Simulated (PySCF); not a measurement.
# BLYP/6-31G(d) (spherical functions) run of NBrO (nitrosyl bromide)

Aim: the vertical singlet–triplet gap of NBrO (nitrosyl bromide) at BLYP/6-31G* (spherical functions), from 2 runs. The job is set up through a Python script.

Program for the calculation: PySCF 2.14.0.

**1. Starting point**

The species is NBrO (3 atoms), meant as a singlet with charge 0. SMILES: `O=NBr`. The shape is that of a PBE0-D4/def2-TZVP optimisation.

Bond lengths: O1–N2 1.126 Å, N2–Br3 2.117 Å. Angles: O1–N2–Br3 114.9°.

**2. A single-point energy at BLYP/6-31G(d) (spherical functions)**

File input.py:

```python
from pyscf import gto, dft

molecule = gto.Mole()
molecule.atom = [
    ('O', (0.941780, -0.646800, 0.448530)),
    ('N', (-0.044940, -0.636480, -0.092930)),
    ('Br', (-0.896840, 1.283280, -0.355590)),
]
molecule.max_memory = 1860
molecule.verbose = 4
molecule.basis = '6-31g*'
molecule.build()

mf = dft.RKS(molecule, xc='blyp')
mf.conv_tol = 1e-10
mf.grids.level = 0
mf.kernel()
if not mf.converged:
    mf = mf.newton().run(mf.mo_coeff, mf.mo_occ)

e_final = mf.e_tot
print('E = %.10f Eh' % e_final)
```

Run with:

```sh
$ OMP_NUM_THREADS=1 python input.py
```

Standard output:

```text
PySCF version 2.14.0

[INPUT] num. atoms = 3
[INPUT] num. electrons = 50
[INPUT] charge = 0
[INPUT] spin (= nelec alpha-beta = 2S) = 0
[INPUT] symmetry False subgroup None
[INPUT] Mole.unit = angstrom
[INPUT] Symbol           X                Y                Z      unit          X                Y                Z       unit  Magmom
[INPUT]  1 O      0.941780000000  -0.646800000000   0.448530000000 AA    1.779706269593  -1.222274857369   0.847598858651 Bohr   0.0
[INPUT]  2 N     -0.044940000000  -0.636480000000  -0.092930000000 AA   -0.084924292038  -1.202772883763  -0.175612248756 Bohr   0.0
[INPUT]  3 Br    -0.896840000000   1.283280000000  -0.355590000000 AA   -1.694781977555   2.425047741132  -0.671967712634 Bohr   0.0

nuclear repulsion = 140.795785586863
number of shells = 24
number of NR pGTOs = 149
number of NR cGTOs = 60
basis = 6-31g*
ecp = {}

******** <class 'pyscf.dft.rks.RKS'> ********
method = RKS
initial guess = minao
damping factor = 0
level_shift factor = 0
DIIS = <class 'pyscf.scf.diis.CDIIS'>
diis_start_cycle = 1
diis_space = 8
diis_damp = 0
SCF conv_tol = 1e-10
SCF conv_tol_grad = None
SCF max_cycles = 50
direct_scf = True
direct_scf_tol = 1e-13
XC library pyscf.dft.libxc version 7.0.0
    S. Lehtola, C. Steigemann, M. J.T. Oliveira, and M. A.L. Marques.,  SoftwareX 7, 1–5 (2018)
XC functionals = blyp
    A. D. Becke.,  Phys. Rev. A 38, 3098 (1988)
    C. Lee, W. Yang, and R. G. Parr.,  Phys. Rev. B 37, 785 (1988)
    B. Miehlich, A. Savin, H. Stoll, and H. Preuss.,  Chem. Phys. Lett. 157, 200 (1989)
radial grids:
    Treutler-Ahlrichs [JCP 102, 346 (1995); DOI:10.1063/1.469408] (M4) radial grids

becke partition: Becke, JCP 88, 2547 (1988); DOI:10.1063/1.454033
pruning grids: <function nwchem_prune>
grids dens level: 0
symmetrized grids: False
atomic radii adjust function: <function treutler_atomic_radii_adjust>
small_rho_cutoff = 0
Set gradient conv threshold to 1e-05
Initial guess from minao.
tot grids = 4600
init E= -2703.08679101407
  HOMO = -0.259448319524576  LUMO = -0.127519398277142  gap/eV = 3.58997
cycle= 1 E= -2703.66062339913  delta_E= -0.574  |g|= 0.736  |ddm|= 2.17
  HOMO = -0.180977784895167  LUMO = -0.178271315860703  gap/eV = 0.07365
cycle= 2 E= -2700.95500891242  delta_E= 2.71  |g|= 2.69  |ddm|= 3.37
  HOMO = -0.232828179184743  LUMO = -0.0931726988009265  gap/eV = 3.80022
cycle= 3 E= -2703.16074574488  delta_E= -2.21  |g|=  1.7  |ddm|= 3.55
  HOMO = -0.22079009767944  LUMO = -0.169750382906762  gap/eV = 1.38886
cycle= 4 E= -2703.71681977958  delta_E= -0.556  |g|= 0.486  |ddm|= 1.91
  HOMO = -0.238067028819368  LUMO = -0.172097388334636  gap/eV = 1.79513
cycle= 5 E= -2703.78462787125  delta_E= -0.0678  |g|= 0.155  |ddm|= 0.414
  HOMO = -0.238573876311998  LUMO = -0.164924722752889  gap/eV = 2.00410
cycle= 6 E= -2703.79171140227  delta_E= -0.00708  |g|= 0.0536  |ddm|= 0.131
  HOMO = -0.241626152911281  LUMO = -0.165077142915667  gap/eV = 2.08300
cycle= 7 E= -2703.79270318731  delta_E= -0.000992  |g|= 0.0136  |ddm|= 0.0622
  HOMO = -0.242226910738901  LUMO = -0.164548168258822  gap/eV = 2.11375
cycle= 8 E= -2703.79276409133  delta_E= -6.09e-05  |g|= 0.00136  |ddm|= 0.0202
  HOMO = -0.242148783283523  LUMO = -0.16458132623413  gap/eV = 2.11072
cycle= 9 E= -2703.79276478826  delta_E= -6.97e-07  |g|= 0.000308  |ddm|= 0.00239
  HOMO = -0.242136862834748  LUMO = -0.16455643790106  gap/eV = 2.11107
cycle= 10 E= -2703.79276481494  delta_E= -2.67e-08  |g|= 5.2e-05  |ddm|= 0.000391
  HOMO = -0.242142500652176  LUMO = -0.164563852751685  gap/eV = 2.11102
cycle= 11 E= -2703.79276481561  delta_E= -6.63e-10  |g|= 1.69e-05  |ddm|= 7.76e-05
  HOMO = -0.242141301876164  LUMO = -0.164562352926999  gap/eV = 2.11103
cycle= 12 E= -2703.79276481568  delta_E= -7.46e-11  |g|= 1.83e-06  |ddm|= 2.1e-05
  HOMO = -0.242141230819076  LUMO = -0.164562080706014  gap/eV = 2.11104
Extra cycle  E= -2703.79276481569  delta_E= -6.37e-12  |g|= 4.5e-06  |ddm|= 5.27e-06
converged SCF energy = -2703.79276481569
E = -2703.7927648157 Eh
```

It took 2.1 s on 1 thread of Arm Neoverse N1, shared host; peak memory 0.13 GiB.

**3. The triplet, same level**

File geometry.xyz:

```xyz
3

O      0.941780    -0.646800     0.448530
N     -0.044940    -0.636480    -0.092930
Br    -0.896840     1.283280    -0.355590
```

File job.py:

```python
from pyscf import gto, dft

molecule = gto.M(
    atom='geometry.xyz',
    verbose=4,
    basis='6-31g*',
    spin=2,
    max_memory=1860,
    charge=0,
)

mf = dft.UKS(molecule, xc='blyp')
mf.conv_tol = 1e-10
mf.grids.level = 0
mf.kernel()
if not mf.converged:
    mf = mf.newton().run(mf.mo_coeff, mf.mo_occ)

etot = mf.e_tot
print(f'total energy: {etot:.8f} hartree')
```

Run with:

```sh
$ OMP_NUM_THREADS=1 python job.py
```

Standard output:

```text
PySCF version 2.14.0

[INPUT] num. atoms = 3
[INPUT] num. electrons = 50
[INPUT] charge = 0
[INPUT] spin (= nelec alpha-beta = 2S) = 2
[INPUT] symmetry False subgroup None
[INPUT] Mole.unit = angstrom
[INPUT] Symbol           X                Y                Z      unit          X                Y                Z       unit  Magmom
[INPUT]  1 O      0.941780000000  -0.646800000000   0.448530000000 AA    1.779706269593  -1.222274857369   0.847598858651 Bohr   0.0
[INPUT]  2 N     -0.044940000000  -0.636480000000  -0.092930000000 AA   -0.084924292038  -1.202772883763  -0.175612248756 Bohr   0.0
[INPUT]  3 Br    -0.896840000000   1.283280000000  -0.355590000000 AA   -1.694781977555   2.425047741132  -0.671967712634 Bohr   0.0

nuclear repulsion = 140.795785586863
number of shells = 24
number of NR pGTOs = 149
number of NR cGTOs = 60
basis = 6-31g*
ecp = {}

******** <class 'pyscf.dft.uks.UKS'> ********
method = UKS
initial guess = minao
damping factor = 0
level_shift factor = 0
DIIS = <class 'pyscf.scf.diis.CDIIS'>
diis_start_cycle = 1
diis_space = 8
diis_damp = 0
SCF conv_tol = 1e-10
SCF conv_tol_grad = None
SCF max_cycles = 50
direct_scf = True
direct_scf_tol = 1e-13
number electrons alpha = 26  beta = 24
XC library pyscf.dft.libxc version 7.0.0
    S. Lehtola, C. Steigemann, M. J.T. Oliveira, and M. A.L. Marques.,  SoftwareX 7, 1–5 (2018)
XC functionals = blyp
    A. D. Becke.,  Phys. Rev. A 38, 3098 (1988)
    C. Lee, W. Yang, and R. G. Parr.,  Phys. Rev. B 37, 785 (1988)
    B. Miehlich, A. Savin, H. Stoll, and H. Preuss.,  Chem. Phys. Lett. 157, 200 (1989)
radial grids:
    Treutler-Ahlrichs [JCP 102, 346 (1995); DOI:10.1063/1.469408] (M4) radial grids

becke partition: Becke, JCP 88, 2547 (1988); DOI:10.1063/1.454033
pruning grids: <function nwchem_prune>
grids dens level: 0
symmetrized grids: False
atomic radii adjust function: <function treutler_atomic_radii_adjust>
small_rho_cutoff = 0
Set gradient conv threshold to 1e-05
tot grids = 4600
init E= -2703.08679101407
[... the frontier-level lines of each cycle are left out ...]


cycle= 1 E= -2703.65235283263  delta_E= -0.566  |g|= 0.425  |ddm|= 1.68


cycle= 2 E= -2703.05121462419  delta_E= 0.601  |g|= 1.29  |ddm|= 1.01


cycle= 3 E= -2703.711102991  delta_E= -0.66  |g|=  0.1  |ddm|= 0.924


cycle= 4 E= -2703.71489988394  delta_E= -0.0038  |g|= 0.0337  |ddm|= 0.18


cycle= 5 E= -2703.71514637002  delta_E= -0.000246  |g|= 0.0292  |ddm|= 0.0959


cycle= 6 E= -2703.71567414032  delta_E= -0.000528  |g|= 0.00357  |ddm|= 0.0434


cycle= 7 E= -2703.71568148951  delta_E= -7.35e-06  |g|= 0.00108  |ddm|= 0.00618


cycle= 8 E= -2703.71568220214  delta_E= -7.13e-07  |g|= 0.000346  |ddm|= 0.00175


cycle= 9 E= -2703.71568228498  delta_E= -8.28e-08  |g|= 0.000104  |ddm|= 0.000701


cycle= 10 E= -2703.71568229131  delta_E= -6.33e-09  |g|= 3.34e-05  |ddm|= 0.000179


cycle= 11 E= -2703.71568229185  delta_E= -5.4e-10  |g|= 1.23e-05  |ddm|= 4.41e-05


cycle= 12 E= -2703.71568229186  delta_E= -1.18e-11  |g|= 1.21e-05  |ddm|= 2.11e-05


cycle= 13 E= -2703.71568229192  delta_E= -6.14e-11  |g|= 8.02e-07  |ddm|= 8.55e-06


Extra cycle  E= -2703.71568229191  delta_E= 7.73e-12  |g|= 1.8e-06  |ddm|= 4.27e-06
converged SCF energy = -2703.71568229191  <S^2> = 2.0031733  2S+1 = 3.0021148
total energy: -2703.71568229 hartree
```

Wall time 2.4 s (1 thread of Arm Neoverse N1, shared host); peak memory 0.13 GiB.

**4. Results**

Level: BLYP/6-31G* (spherical functions).

```
                                        quantity           value
                           singlet: total energy  -2703.79276 Eh
                          singlet: dipole moment          1.87 D
                            singlet: HOMO energy        -6.59 eV
                            singlet: LUMO energy        -4.48 eV
                          singlet: HOMO–LUMO gap         2.11 eV
                           triplet: total energy  -2703.71568 Eh
                          triplet: dipole moment          0.12 D
     triplet: HOMO energy (highest over α and β)        -4.13 eV
                                   triplet: ⟨S²⟩           2.003
vertical energy of the triplet above the singlet        2.098 eV
```

What this shows: At this shape the triplet lies 2.10 eV (48 kcal/mol) above the singlet. Mulliken charges (singlet) run from -0.12 on Br3 to +0.13 on N2; they depend strongly on the basis.
